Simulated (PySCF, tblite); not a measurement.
# CH10N2OSi2: dynamics, then NMR shifts on frames

How do NMR shifts of CH10N2OSi2 (`CO[Si](N)(N)[SiH3]`) change as the atoms move?

Programs: tblite 0.8.0 and PySCF 2.14.0, with density-fitted response routines of our own. Each step states its level of theory. These are calculated values for one molecule in the gas phase, unless marked as measured. Atoms count from 0, in the outputs and in this text.

## (1) The molecule as given

16 atoms, charge 0, multiplicity 1; geometry from: GFN2-xTB.

Bonds of the start (Å): C0–O1 1.39, O1–Si2 1.64, Si2–N3 1.73, Si2–N4 1.73, Si2–Si5 2.29, C0–H6 1.09, C0–H7 1.09, C0–H8 1.09, N3–H9 1.01, N3–H10 1.01, N4–H11 1.01, N4–H12 1.01, Si5–H13 1.47, Si5–H14 1.47, Si5–H15 1.47.

## (2) A short Langevin run with GFN2-xTB

Job settings and geometry (Å):

```
{"job": {"kind": "md", "xc": "GFN2-xTB", "basis": "xTB", "temperature": 600, "steps": 2000, "every": 50, "frames": 5}, "charge": 0, "multiplicity": 1}
C      1.683155     1.429573    -0.606373
O      0.757980     1.128079     0.392453
Si    -0.199128    -0.202274     0.481123
N      0.869118    -1.565580     0.567590
N     -1.135823    -0.020596     1.926606
Si    -1.580764    -0.469553    -1.328522
H      2.432560     0.639494    -0.696420
H      1.184585     1.548507    -1.572709
H      2.175534     2.365743    -0.338121
H      1.687197    -1.493110     1.153729
H      0.463888    -2.480291     0.675371
H     -0.640596     0.095783     2.797784
H     -1.912204     0.620146     1.909136
H     -0.875384    -0.411966    -2.618150
H     -2.302246    -1.746365    -1.329492
H     -2.615472     0.571354    -1.425416
```

Method: GFN2-xTB Langevin dynamics, gas phase.

Launch:

```sh
$ OMP_NUM_THREADS=1 python probes_run.py task.json out
```

One launch serves the whole session: the jobs run in the order shown.

The program printed:

```text
t/fs     T/K      E/eV
    0.0   487.9   -562.35099
   25.0   394.8   -562.00941
   50.0   368.8   -561.60172
   75.0   457.4   -561.74041
  100.0   363.3   -561.44914
  125.0   496.3   -561.78446
  150.0   483.6   -561.48147
  175.0   523.4   -561.35002
  200.0   649.0   -561.33481
  225.0   510.8   -560.98957
  250.0   609.9   -561.15142
  275.0   751.6   -561.26173
  300.0   725.3   -561.27074
  325.0   505.8   -560.80089
  350.0   590.2   -561.14423
  375.0   663.1   -561.10983
  400.0   552.7   -561.06083
  425.0   640.7   -561.36799
  450.0   658.6   -561.32332
  475.0   510.7   -561.33046
  500.0   501.8   -561.26849
  525.0   642.7   -561.48638
  550.0   601.2   -561.09010
  575.0   646.0   -561.32135
  600.0   645.4   -561.33332
  625.0   530.9   -561.16676
  650.0   677.9   -561.54254
  675.0   644.7   -561.47590
  700.0   539.5   -561.51024
  725.0   554.6   -561.34549
  750.0   486.9   -561.16273
  775.0   500.3   -561.33101
  800.0   457.3   -561.12612
  825.0   415.0   -561.29189
  850.0   608.1   -561.81431
  875.0   342.4   -561.33669
  900.0   463.5   -561.14219
  925.0   444.1   -561.42167
  950.0   476.6   -561.28867
  975.0   527.0   -561.48968
 1000.0   498.1   -561.57772
```

It took 10 s on 1 thread of Arm Neoverse V2, shared host; peak memory 0.18 GiB.

Distance from the start (root mean square after alignment): 0 fs 0.00 Å, 200 fs 1.03 Å, 400 fs 1.58 Å, 600 fs 1.41 Å, 800 fs 1.15 Å, 1000 fs 1.45 Å.

Positions (Å) and forces (eV/Å) at 1000 fs:

```xyz
16

C     0.793    1.220    2.363    0.296   -0.448    3.513
O    -0.204    0.871    1.536   -0.917   -0.902    0.102
Si   -1.035   -0.526    1.614   -0.649   -1.162   -0.512
N     0.038   -1.883    1.993   -1.764    0.796    0.401
N    -2.399   -0.537    2.708   -0.812   -0.047   -0.320
Si   -1.641   -0.508   -0.632   -0.123    0.858   -0.040
H     0.660    1.140    3.568   -0.675    0.267   -2.230
H     1.667    0.634    2.282    1.155   -1.005   -0.689
H     1.030    2.198    2.140    0.647    2.318   -0.184
H    -0.363   -2.785    2.196    0.119    0.120   -0.067
H     1.004   -1.929    1.814    0.861    0.060   -0.243
H    -3.383   -0.554    2.366    1.440    0.007    0.357
H    -2.389   -0.431    3.720    0.199   -0.043   -0.501
H    -2.076   -1.766   -1.247   -0.111   -0.011    0.115
H    -2.555    0.599   -1.136    0.188   -0.659    0.394
H    -0.450   -0.123   -1.398    0.149   -0.148   -0.094
```

## (3) Nuclear shieldings: 250 fs, PBE0/pcSseg-1

Job settings and geometry (Å):

```
{"job": {"kind": "nmr", "xc": "PBE0", "basis": "pcSseg-1", "pop": false}, "charge": 0, "multiplicity": 1}
C      0.730200     1.352700    -0.297200
O      0.475700     0.557700     0.899200
Si    -0.726700    -0.461900     1.004400
N      0.154700    -1.875800     1.027500
N     -1.613800     0.133000     2.460400
Si    -1.741000    -0.856800    -0.963900
H      0.912900     0.623900    -1.010800
H     -0.029400     1.987300    -0.562800
H      1.727100     1.763500    -0.002600
H      0.874600    -1.850200     1.746800
H     -0.352900    -2.688000     1.009900
H     -1.116400     0.313600     3.363800
H     -2.419900    -0.453100     2.534700
H     -2.817700     0.076800    -1.444100
H     -0.767000    -0.835800    -2.006400
H     -2.586300    -2.150900    -1.139500
```

Method: GIAO PBE0/pcSseg-1 NMR shielding, non-relativistic, gas phase.

The program printed:

```text
coarse grid: 13744 points
cycle   1  E = -807.1361845235  dE =  6.547e-01  |g| = 8.538e-01  |ddm| = 3.482e+00
cycle   2  E = -806.9619994722  dE =  1.742e-01  |g| = 1.275e+00  |ddm| = 1.826e+00
cycle   3  E = -807.2743687722  dE = -3.124e-01  |g| = 1.213e-01  |ddm| = 1.302e+00
cycle   4  E = -807.2765688719  dE = -2.200e-03  |g| = 5.760e-02  |ddm| = 1.199e-01
cycle   5  E = -807.2771937999  dE = -6.249e-04  |g| = 8.797e-03  |ddm| = 4.556e-02
cycle   6  E = -807.2772107932  dE = -1.699e-05  |g| = 2.567e-03  |ddm| = 9.835e-03
cycle   7  E = -807.2772122431  dE = -1.450e-06  |g| = 5.760e-04  |ddm| = 2.520e-03
final grid: 121976 points
cycle   8  E = -807.3167908506  dE = -2.111e-05  |g| = 1.166e-02  |ddm| = 2.159e-02
cycle   9  E = -807.3167624466  dE =  2.840e-05  |g| = 1.714e-02  |ddm| = 1.817e-02
cycle  10  E = -807.3168162814  dE = -5.383e-05  |g| = 1.343e-03  |ddm| = 1.146e-02
cycle  11  E = -807.3168166456  dE = -3.642e-07  |g| = 2.135e-04  |ddm| = 1.360e-03
cycle  12  E = -807.3168166529  dE = -7.344e-09  |g| = 8.427e-05  |ddm| = 2.130e-04
cycle  13  E = -807.3168166543  dE = -1.333e-09  |g| = 2.210e-05  |ddm| = 6.868e-05
cycle  14  E = -807.3168166544  dE = -1.075e-10  |g| = 3.686e-06  |ddm| = 2.165e-05
converged SCF energy = -807.3168166544

GIAO shielding tensors (ppm)
atom      isotropic    diamagn.    paramagn.     s11        s22        s33       span
  0 C      132.897     248.092    -115.195    103.730    108.231    186.731     83.001
  1 O      316.963     400.529     -83.566    254.658    337.741    358.490    103.831
  2 Si     357.305     883.450    -526.145    316.368    347.347    408.200     91.833
  3 N      210.380     319.375    -108.995    173.169    198.173    259.798     86.629
  4 N      217.894     319.743    -101.848    194.420    198.756    260.507     66.086
  5 Si     483.658     881.862    -398.204    464.181    481.685    505.107     40.926
  6 H       28.630      33.914      -5.284     24.035     27.456     34.399     10.364
  7 H       29.379      32.453      -3.074     25.937     26.864     35.336      9.399
  8 H       26.817      28.927      -2.110     21.382     24.975     34.095     12.712
  9 H       30.444      31.859      -1.416     24.468     26.514     40.350     15.882
 10 H       32.606      33.983      -1.376     26.864     29.141     41.815     14.951
 11 H       29.098      29.212      -0.114     23.373     24.986     38.934     15.560
 12 H       32.022      30.177       1.845     25.517     28.845     41.704     16.186
 13 H       28.118      29.208      -1.090     24.645     25.682     34.025      9.380
 14 H       28.731      31.157      -2.427     24.898     27.346     33.947      9.048
 15 H       27.344      28.187      -0.844     24.090     25.407     32.535      8.445
```

Wall time 15 s (1 thread of Arm Neoverse V2, shared host); peak memory 0.75 GiB.

The references, computed at this level on geometries of the same kind, shield at (ppm): 1H TMS 31.72, 13C TMS 186.9, 29Si TMS 349.2, 15N NH3 267.7, 17O H2O 336.1. Their shielding less the atom's gives the shift. The references are single molecules in the gas phase, so shifts against H2O, NH3, PH3, H3PO4 or CFCl3 are not on the usual liquid scales and can be off by tens of ppm. Each atom is listed at this fixed geometry, with no averaging over motion; a spectrum would average atoms that exchange fast.

```
atoms                              environment  σ (ppm)  δ (ppm)
   C0                methyl carbon bonded to O    132.9     54.0
   H8  hydrogen on a methyl carbon bonded to O    26.82     4.90
  H15       hydrogen on a silicon bonded to Si    27.34     4.37
  H13       hydrogen on a silicon bonded to Si    28.12     3.60
   H6  hydrogen on a methyl carbon bonded to O    28.63     3.09
  H14       hydrogen on a silicon bonded to Si    28.73     2.99
  H11      hydrogen on a nitrogen bonded to Si    29.10     2.62
   H7  hydrogen on a methyl carbon bonded to O    29.38     2.34
   H9      hydrogen on a nitrogen bonded to Si    30.44     1.27
  H12      hydrogen on a nitrogen bonded to Si    32.02    -0.31
  H10      hydrogen on a nitrogen bonded to Si    32.61    -0.89
   O1                   oxygen bonded to C, Si    317.0     19.1
  Si2             silicon bonded to 2 N, O, Si    357.3     -8.1
  Si5                silicon bonded to Si, 3 H    483.7   -134.5
   N3               nitrogen bonded to Si, 2 H    210.4     57.3
   N4               nitrogen bonded to Si, 2 H    217.9     49.8
```

## (4) NMR shieldings: 425 fs, PBE0/pcSseg-1

Job settings and geometry (Å):

```
{"job": {"kind": "nmr", "xc": "PBE0", "basis": "pcSseg-1", "pop": false}, "charge": 0, "multiplicity": 1}
C      0.184600     1.756200     0.730800
O      0.092700     0.312000     0.970800
Si    -1.141700    -0.704000     1.219800
N     -0.333300    -2.111300     2.075700
N     -2.335800    -0.238300     2.512700
Si    -2.364500    -1.238000    -0.687400
H     -0.338100     2.108000    -0.075300
H     -0.296800     2.338000     1.618700
H      1.278900     2.096900     0.637700
H      0.389900    -2.323600     1.435500
H     -0.988700    -2.798800     2.217300
H     -3.157500    -0.841900     2.495900
H     -2.066300    -0.039400     3.429200
H     -3.843700    -1.563600    -0.584900
H     -2.396100    -0.211100    -1.749700
H     -1.644500    -2.399500    -1.257300
```

Method: GIAO PBE0/pcSseg-1 NMR shielding, non-relativistic, gas phase.

The program printed:

```text
coarse grid: 13744 points
cycle   1  E = -807.1546048687  dE =  3.174e-01  |g| = 8.298e-01  |ddm| = 3.445e+00
cycle   2  E = -806.9593987053  dE =  1.952e-01  |g| = 1.285e+00  |ddm| = 1.820e+00
cycle   3  E = -807.2880320767  dE = -3.286e-01  |g| = 1.055e-01  |ddm| = 1.281e+00
cycle   4  E = -807.2894975623  dE = -1.465e-03  |g| = 6.162e-02  |ddm| = 1.101e-01
cycle   5  E = -807.2902279697  dE = -7.304e-04  |g| = 8.387e-03  |ddm| = 5.100e-02
cycle   6  E = -807.2902449289  dE = -1.696e-05  |g| = 2.081e-03  |ddm| = 1.181e-02
cycle   7  E = -807.2902458255  dE = -8.966e-07  |g| = 6.462e-04  |ddm| = 2.644e-03
final grid: 121976 points
cycle   8  E = -807.3295524837  dE = -1.426e-05  |g| = 1.133e-02  |ddm| = 1.873e-02
cycle   9  E = -807.3295200835  dE =  3.240e-05  |g| = 1.745e-02  |ddm| = 1.856e-02
cycle  10  E = -807.3295763877  dE = -5.630e-05  |g| = 1.315e-03  |ddm| = 1.173e-02
cycle  11  E = -807.3295767573  dE = -3.697e-07  |g| = 2.192e-04  |ddm| = 1.306e-03
cycle  12  E = -807.3295767656  dE = -8.269e-09  |g| = 8.777e-05  |ddm| = 2.546e-04
cycle  13  E = -807.3295767672  dE = -1.576e-09  |g| = 2.268e-05  |ddm| = 8.652e-05
cycle  14  E = -807.3295767673  dE = -1.089e-10  |g| = 5.548e-06  |ddm| = 2.239e-05
converged SCF energy = -807.3295767673

GIAO shielding tensors (ppm)
atom      isotropic    diamagn.    paramagn.     s11        s22        s33       span
  0 C      124.473     240.503    -116.030     93.723     97.267    182.428     88.705
  1 O      296.411     399.462    -103.051    254.934    303.052    331.246     76.313
  2 Si     358.781     879.415    -520.634    338.210    354.643    383.491     45.281
  3 N      214.597     324.642    -110.045    178.031    205.092    260.668     82.637
  4 N      224.656     317.863     -93.207    194.214    216.228    263.526     69.312
  5 Si     475.153     881.802    -406.650    443.376    482.425    499.658     56.282
  6 H       28.992      32.130      -3.138     25.270     26.556     35.151      9.881
  7 H       26.290      26.264       0.026     21.833     24.462     32.575     10.742
  8 H       26.550      27.038      -0.488     22.573     23.909     33.168     10.594
  9 H       31.809      35.639      -3.829     25.477     28.639     41.313     15.836
 10 H       33.065      34.127      -1.062     27.764     29.290     42.140     14.376
 11 H       31.469      29.529       1.940     25.406     28.549     40.454     15.048
 12 H       31.684      31.832      -0.148     25.664     26.403     42.985     17.321
 13 H       27.714      28.804      -1.090     24.502     25.820     32.820      8.318
 14 H       28.150      30.793      -2.643     24.689     26.381     33.378      8.689
 15 H       28.445      30.524      -2.079     25.110     26.537     33.689      8.579
```

Run time: 15 s. Hardware: 1 thread of Arm Neoverse V2, shared host; peak memory 0.77 GiB.

Key values: δ C0 62.5, O1 39.7, Si2 -9.6, Si5 -126.0, H7 5.43, H8 5.17 ppm.

[end of part 1 of 2]
